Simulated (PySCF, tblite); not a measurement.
# C₆H₁₂GeO: geometry, infrared bands and NMR shifts

Wanted: the infrared bands and NMR shifts of C₆H₁₂GeO (`C[C]1(C)CC[C](=O)[GeH2]1`), by calculation.

Programs: tblite 0.8.0 and PySCF 2.14.0, with density-fitted response routines of our own. Each step states its level of theory. These are calculated values for one molecule in the gas phase, unless marked as measured. Atoms count from 0, in the outputs and in this text.

### 1 Starting geometry

20 atoms, charge 0, multiplicity 1; geometry from: force field or distance geometry start.

Bonds of the start (Å): C0–C1 1.52, C1–C2 1.49, C1–C3 1.47, C3–C4 1.46, C4–C5 1.48, C5–O6 1.23, C5–Ge7 1.95, Ge7–C1 1.96, C0–H8 1.10, C0–H9 1.11, C0–H10 1.13, C2–H11 1.10, C2–H12 1.14, C2–H13 1.11, C3–H14 1.11, C3–H15 1.13, C4–H16 1.10, C4–H17 1.13, Ge7–H18 1.52, Ge7–H19 1.56.

### 2 Geometry optimisation with GFN2-xTB

Job settings and geometry (Å):

```
{"job": {"kind": "relax", "xc": "GFN2-xTB", "basis": "xTB"}, "charge": 0, "multiplicity": 1}
C     -1.186400     1.470700    -0.231300
C     -0.589500     0.111900     0.085500
C     -1.557400    -0.812500     0.749200
C      0.067300    -0.353600    -1.149600
C      1.406300    -0.917700    -0.963300
C      2.193300    -0.125600     0.013100
O      3.391600     0.145800     0.011800
Ge     0.883900     0.410600     1.349700
H     -0.515000     2.235100     0.193600
H     -2.221000     1.550700     0.157100
H     -1.128400     1.620000    -1.345500
H     -1.001600    -1.644200     1.212900
H     -2.053600    -0.218500     1.580500
H     -2.360000    -1.152700     0.069800
H      0.002400     0.444100    -1.925800
H     -0.587200    -1.187000    -1.540200
H      1.417900    -1.975900    -0.651200
H      1.965700    -0.835200    -1.946900
H      1.028500     1.857000     1.801600
H      0.838100    -0.612100     2.526100
```

On the command line:

```
$ OMP_NUM_THREADS=1 python probes_run.py task.json out
```

One launch serves the whole session: the jobs run in the order shown.

The log of the run:

```text
step      E/eV     max force
  0    -677.20784    3.498
  1    -677.58431    2.656
  2    -677.68254    1.735
  3    -677.77369    0.797
  4    -677.86440    0.549
  5    -677.90309    0.508
  6    -677.94011    0.411
  7    -677.96463    0.296
  8    -677.98645    0.288
  9    -678.00178    0.302
 10    -678.01438    0.258
 11    -678.02406    0.221
 12    -678.03218    0.202
 13    -678.03956    0.213
 14    -678.04711    0.193
 15    -678.05452    0.207
 16    -678.06191    0.241
 17    -678.06953    0.215
 18    -678.07666    0.212
 19    -678.08233    0.145
 20    -678.08707    0.171
 21    -678.09235    0.204
 22    -678.09918    0.228
 23    -678.10748    0.246
 24    -678.11599    0.238
 25    -678.12342    0.187
 26    -678.13007    0.195
 27    -678.13836    0.208
 28    -678.15110    0.278
 29    -678.16821    0.344
 30    -678.18605    0.339
 31    -678.20331    0.254
 32    -678.20700    0.434
 33    -678.21919    0.279
 34    -678.22576    0.209
 35    -678.23769    0.133
 36    -678.24938    0.235
 37    -678.25869    0.229
 38    -678.26483    0.153
 39    -678.26892    0.145
 40    -678.27242    0.166
 41    -678.27569    0.194
 42    -678.27911    0.119
 43    -678.28173    0.103
 44    -678.28335    0.089
 45    -678.28530    0.117
 46    -678.28717    0.087
 47    -678.28879    0.092
 48    -678.29029    0.091
 49    -678.29192    0.089
 50    -678.29353    0.080
 51    -678.29490    0.083
 52    -678.29610    0.071
 53    -678.29744    0.104
 54    -678.29908    0.124
 55    -678.30082    0.106
 56    -678.30244    0.087
 57    -678.30404    0.101
 58    -678.30599    0.122
 59    -678.30825    0.128
 60    -678.31050    0.092
 61    -678.31199    0.093
 62    -678.31321    0.071
 63    -678.31458    0.118
 64    -678.31636    0.141
 65    -678.31800    0.104
 66    -678.31910    0.074
 67    -678.31971    0.062
 68    -678.32016    0.058
 69    -678.32066    0.062
 70    -678.32130    0.054
 71    -678.32208    0.064
 72    -678.32286    0.069
 73    -678.32367    0.068
 74    -678.32462    0.055
 75    -678.32555    0.067
 76    -678.32639    0.079
 77    -678.32710    0.080
 78    -678.32790    0.066
 79    -678.32884    0.063
 80    -678.32974    0.058
 81    -678.33029    0.045
 82    -678.33066    0.068
 83    -678.33096    0.041
 84    -678.33139    0.044
 85    -678.33193    0.063
 86    -678.33249    0.067
 87    -678.33305    0.062
 88    -678.33359    0.049
 89    -678.33421    0.056
 90    -678.33492    0.100
 91    -678.33568    0.099
 92    -678.33639    0.066
 93    -678.33701    0.060
 94    -678.33755    0.059
 95    -678.33803    0.139
 96    -678.33848    0.060
 97    -678.33890    0.048
 98    -678.33927    0.032
 99    -678.33943    0.043
100    -678.33959    0.046
101    -678.33974    0.037
102    -678.33995    0.038
103    -678.34015    0.027
104    -678.34026    0.016
105    -678.34030    0.015
106    -678.34032    0.012
107    -678.34035    0.011
108    -678.34042    0.014
109    -678.34047    0.016
110    -678.34052    0.015
111    -678.34056    0.013
112    -678.34061    0.013
113    -678.34065    0.014
114    -678.34070    0.015
115    -678.34074    0.015
116    -678.34078    0.014
117    -678.34081    0.012
118    -678.34083    0.011
119    -678.34085    0.010
120    -678.34087    0.010
```

Wall time 1 s (1 thread of AMD EPYC 7R43, shared host).

Step by step: (not every step is listed)

```csv
step,energy from step 0 (eV),largest force (eV/Å)
0,0.0000,3.4976
1,-0.3765,2.6556
2,-0.4747,1.7353
3,-0.5658,0.7966
4,-0.6566,0.5486
5,-0.6952,0.5078
6,-0.7323,0.4109
7,-0.7568,0.2959
8,-0.7786,0.2876
18,-0.8688,0.2124
28,-0.9433,0.2783
38,-1.0570,0.1533
48,-1.0824,0.0908
58,-1.0981,0.1215
68,-1.1123,0.0576
78,-1.1201,0.0655
88,-1.1257,0.0489
98,-1.1314,0.0318
108,-1.1326,0.0145
115,-1.1329,0.0154
116,-1.1329,0.0136
117,-1.1330,0.0115
118,-1.1330,0.0108
119,-1.1330,0.0103
120,-1.1330,0.0095
```

Close pairs (by a distance rule), those that changed most:

```csv
bond,before (Å),after (Å),change (Å)
C5–Ge7,1.946,2.014,+0.068
C1–C3,1.474,1.539,+0.064
C3–C4,1.465,1.528,+0.063
Ge7–H19,1.559,1.507,-0.053
C1–Ge7,1.964,2.014,+0.050
C2–H12,1.136,1.089,-0.047
C4–H17,1.135,1.091,-0.043
C3–H15,1.129,1.093,-0.037
```

The next job starts from the end point, and lists it.

### 3 Vibrational analysis with GFN2-xTB

Job settings and geometry (Å):

```
{"job": {"kind": "ir", "xc": "GFN2-xTB", "basis": "xTB"}, "charge": 0, "multiplicity": 1}
C     -1.471954     1.456576    -0.139984
C     -0.561391     0.257968     0.097015
C     -1.387079    -0.925399     0.592561
C      0.174839    -0.101313    -1.205368
C      1.368314    -1.019259    -0.946045
C      2.208830    -0.460181     0.172555
O      3.387488    -0.645493     0.307942
Ge     0.976163     0.614027     1.348869
H     -0.892542     2.322086    -0.458914
H     -2.003500     1.720039     0.772004
H     -2.207836     1.232763    -0.912377
H     -0.751375    -1.778061     0.831050
H     -1.932653    -0.651629     1.494181
H     -2.108526    -1.236043    -0.163438
H      0.542320     0.822087    -1.663575
H     -0.512906    -0.569245    -1.914089
H      1.024097    -2.001504    -0.608666
H      1.970344    -1.171878    -1.843327
H      1.358715     2.064798     1.488132
H      0.813505     0.080341     2.748437
```

The log of the run:

```text
mode    cm-1     km/mol
  1      44.9      2.86
  2     174.9      2.20
  3     184.5      0.15
  4     224.2      0.21
  5     249.2      0.62
  6     266.2      0.41
  7     275.2     10.14
  8     291.0     11.14
  9     321.8      0.83
 10     361.1      3.45
 11     399.7      7.83
 12     436.3     22.04
 13     506.3     18.31
 14     520.7     55.68
 15     539.2     98.46
 16     566.8     67.47
 17     627.1     58.42
 18     781.6      3.27
 19     816.6    235.19
 20     875.7      0.98
 21     938.7      0.94
 22     968.2      0.56
 23     977.7      4.94
 24    1016.8     38.41
 25    1018.9      2.55
 26    1072.0     12.44
 27    1078.5      3.46
 28    1151.6      1.63
 29    1201.4      1.66
 30    1213.3      6.29
 31    1235.5      4.20
 32    1287.2      2.87
 33    1331.3      0.80
 34    1406.1      3.55
 35    1420.9      2.62
 36    1435.4     14.72
 37    1485.5      1.49
 38    1490.0      0.57
 39    1498.6      3.41
 40    1502.3      2.97
 41    1503.7      3.76
 42    1762.4    330.22
 43    1914.3    242.57
 44    1992.8    487.88
 45    2939.5      9.31
 46    2947.7     43.36
 47    2962.4     36.38
 48    2986.3     27.60
 49    2992.7     18.54
 50    2998.5     29.55
 51    3000.5    103.90
 52    3007.1     33.04
 53    3017.4     17.35
 54    3026.3     39.01
```

It took 0.86 s on 1 thread of AMD EPYC 7R43, shared host.

Which atoms move in the most intense modes:

```csv
cm⁻¹,km/mol,atoms
539,98.5,"C5 21 %, H19 20 %, O6 16 %, C4 10 %"
567,67.5,"H18 56 %, C5 16 %"
627,58.4,"C5 23 %, H19 20 %, O6 15 %, C3 11 %"
817,235.2,"H18 46 %, H19 46 %"
1762,330.2,"C5 60 %, O6 39 %"
1914,242.6,"H18 50 %, H19 49 %"
1993,487.9,"H19 50 %, H18 49 %"
3000,103.9,"H10 45 %, H13 38 %"
```

### 4 Shielding tensors: PBE0/pcSseg-1

Same as in step 3 but for these lines:

```diff
@@ -1,2 +1,2 @@
-{"job": {"kind": "ir", "xc": "GFN2-xTB", "basis": "xTB"}, "charge": 0, "multiplicity": 1}
+{"job": {"kind": "nmr", "xc": "PBE0", "basis": "pcSseg-1"}, "charge": 0, "multiplicity": 1}
 C     -1.471954     1.456576    -0.139984
```

Method: GIAO PBE0/pcSseg-1 NMR shielding, non-relativistic, gas phase.

The log of the run:

```text
coarse grid: 73344 points
cycle   1  E = -2387.0117649373  dE =  3.146e-01  |g| = 1.155e+00  |ddm| = 4.073e+00
cycle   2  E = -2386.5335623068  dE =  4.782e-01  |g| = 1.913e+00  |ddm| = 2.355e+00
cycle   3  E = -2387.1561106659  dE = -6.225e-01  |g| = 4.198e-01  |ddm| = 1.946e+00
cycle   4  E = -2387.1871878401  dE = -3.108e-02  |g| = 1.010e-01  |ddm| = 3.468e-01
cycle   5  E = -2387.1887937764  dE = -1.606e-03  |g| = 2.939e-02  |ddm| = 1.099e-01
cycle   6  E = -2387.1890075576  dE = -2.138e-04  |g| = 8.341e-03  |ddm| = 3.580e-02
cycle   7  E = -2387.1890219363  dE = -1.438e-05  |g| = 2.322e-03  |ddm| = 8.986e-03
cycle   8  E = -2387.1890231195  dE = -1.183e-06  |g| = 6.104e-04  |ddm| = 3.013e-03
final grid: 155960 points
cycle   9  E = -2387.1889947972  dE =  4.040e-09  |g| = 1.143e-03  |ddm| = 3.682e-03
cycle  10  E = -2387.1889940386  dE =  7.586e-07  |g| = 2.312e-03  |ddm| = 2.698e-03
cycle  11  E = -2387.1889950539  dE = -1.015e-06  |g| = 1.806e-04  |ddm| = 1.778e-03
cycle  12  E = -2387.1889950615  dE = -7.627e-09  |g| = 2.159e-05  |ddm| = 1.688e-04
cycle  13  E = -2387.1889950616  dE = -9.004e-11  |g| = 9.555e-06  |ddm| = 2.904e-05
converged SCF energy = -2387.1889950616

GIAO shielding tensors (ppm)
atom      isotropic    diamagn.    paramagn.     s11        s22        s33       span
  0 C      155.336     244.404     -89.068    137.113    144.517    184.379     47.266
  1 C      153.252     246.949     -93.697    140.739    155.834    163.182     22.443
  2 C      159.101     246.417     -87.316    133.670    157.770    185.863     52.193
  3 C      144.552     248.778    -104.227    124.417    136.931    172.308     47.891
  4 C      136.357     251.391    -115.034    112.301    123.999    172.771     60.470
  5 C      -61.547     252.092    -313.639   -141.840   -104.507     61.705    203.545
  6 O     -510.086     395.808    -905.894  -1389.254   -473.242    332.238   1721.492
  7 Ge    1532.417    2756.282   -1223.865   1358.016   1504.614   1734.621    376.605
  8 H       30.168      30.331      -0.163     25.539     28.212     36.753     11.214
  9 H       30.062      30.013       0.050     25.772     27.610     36.806     11.035
 10 H       30.442      29.980       0.462     26.817     27.713     36.795      9.978
 11 H       29.802      30.998      -1.196     25.478     28.041     35.887     10.409
 12 H       30.242      30.723      -0.481     25.765     28.113     36.847     11.082
 13 H       30.788      30.729       0.060     26.960     27.808     37.597     10.637
 14 H       29.822      32.532      -2.710     25.191     28.548     35.728     10.537
 15 H       29.986      32.122      -2.136     26.102     28.454     35.401      9.299
 16 H       29.284      30.620      -1.336     25.174     28.060     34.619      9.446
 17 H       29.382      29.503      -0.121     25.196     27.909     35.041      9.846
 18 H       27.811      29.822      -2.011     21.377     22.776     39.279     17.901
 19 H       27.816      29.763      -1.947     21.340     23.127     38.982     17.642
```

Wall time 38 s (1 thread of AMD EPYC 7R43, shared host); peak memory 0.92 GiB.

The references, computed at this level on geometries of the same kind, shield at (ppm): 1H TMS 31.72, 13C TMS 186.9, 17O H2O 336.1, 73Ge GeMe4 1331. Their shielding less the atom's gives the shift. The references are single molecules in the gas phase, so shifts against H2O, NH3, PH3, H3PO4 or CFCl3 are not on the usual liquid scales and can be off by tens of ppm. Atoms listed in one row are averaged.

```csv
atoms,environment,σ (ppm),δ (ppm)
C5,carbonyl carbon,-61.5,248.5
C4,sp3 CH2 α to a carbonyl,136.4,50.6
C3,sp3 CH2 in a ring,144.6,42.4
C1,fully substituted sp3 carbon bonded to Ge,153.3,33.7
"C0, C2",methyl carbon,157.2,29.7
"H18, H19","hydrogen on a germanium bonded to 2 C, in a 5-membered ring",27.81,3.90
"H16, H17",hydrogen on an sp3 CH2 α to a carbonyl,29.33,2.38
"H14, H15",hydrogen on an sp3 CH2 in a ring,29.90,1.81
"H8, H9, H10, H11, H12, H13",hydrogen on a methyl carbon,30.25,1.47
O6,carbonyl oxygen,-510.1,846.2
Ge7,"germanium bonded to 2 C, 2 H, in a 5-membered ring",1532,-201
```

Charges from the same density, by scheme (e):

```csv
atoms,Mulliken,IAO,Hirshfeld,ESP fit
"C0, C2",-0.12,-0.41,-0.12,-0.55
C1,-0.82,-0.16,-0.04,0.44
C3,-0.12,-0.26,-0.07,-0.15
C4,-0.18,-0.32,-0.08,-0.23
C5,0.02,0.19,0.09,0.43
O6,-0.33,-0.37,-0.23,-0.45
Ge7,0.47,0.48,0.31,0.06
```

Mayer bond orders: C0–C1 1.03, C1–C2 0.99, C1–C3 0.95, C3–C4 1.03, C4–C5 0.93, C5–O6 1.99, C5–Ge7 0.82, Ge7–C1 0.86.

Ring of atoms C1, C3, C4, C5, Ge7: NICS(0) 1.0, NICS(1) -1.5, NICS(1)zz -0.4 ppm (means of both faces).

### 5 What came out

```
                                                               quantity                              value
                              strongest single infrared mode (GFN2-xTB)              1993 cm⁻¹, 488 km/mol
                                           zero-point energy (GFN2-xTB)                     100.4 kcal/mol
13C shifts against TMS (PBE0/pcSseg-1, means over atoms taken as alike)  248.5, 50.6, 42.4, 33.7, 29.7 ppm
 1H shifts against TMS (PBE0/pcSseg-1, means over atoms taken as alike)         3.90, 2.38, 1.81, 1.47 ppm
                                 17O shifts against H2O (PBE0/pcSseg-1)                          846.2 ppm
                              73Ge shifts against GeMe4 (PBE0/pcSseg-1)                           -201 ppm
```

Over 120 steps the energy fell by 1.133 eV; of the close pairs, C5–Ge7 changed most, 1.946 to 2.014 Å. No mode is imaginary among the 54: a minimum at this level. The strongest single mode, at 1993 cm⁻¹, moves mainly H19 and H18. GFN2-xTB is a fitted tight-binding method: band positions and strengths are rough. Its intensities can rank the bands wrongly. At PBE0/pcSseg-1: The largest span, 1721 ppm, is at O6, where the paramagnetic term is -906 ppm. Spin-orbit coupling is left out, which matters for shieldings and couplings at and beside the heavy atoms.
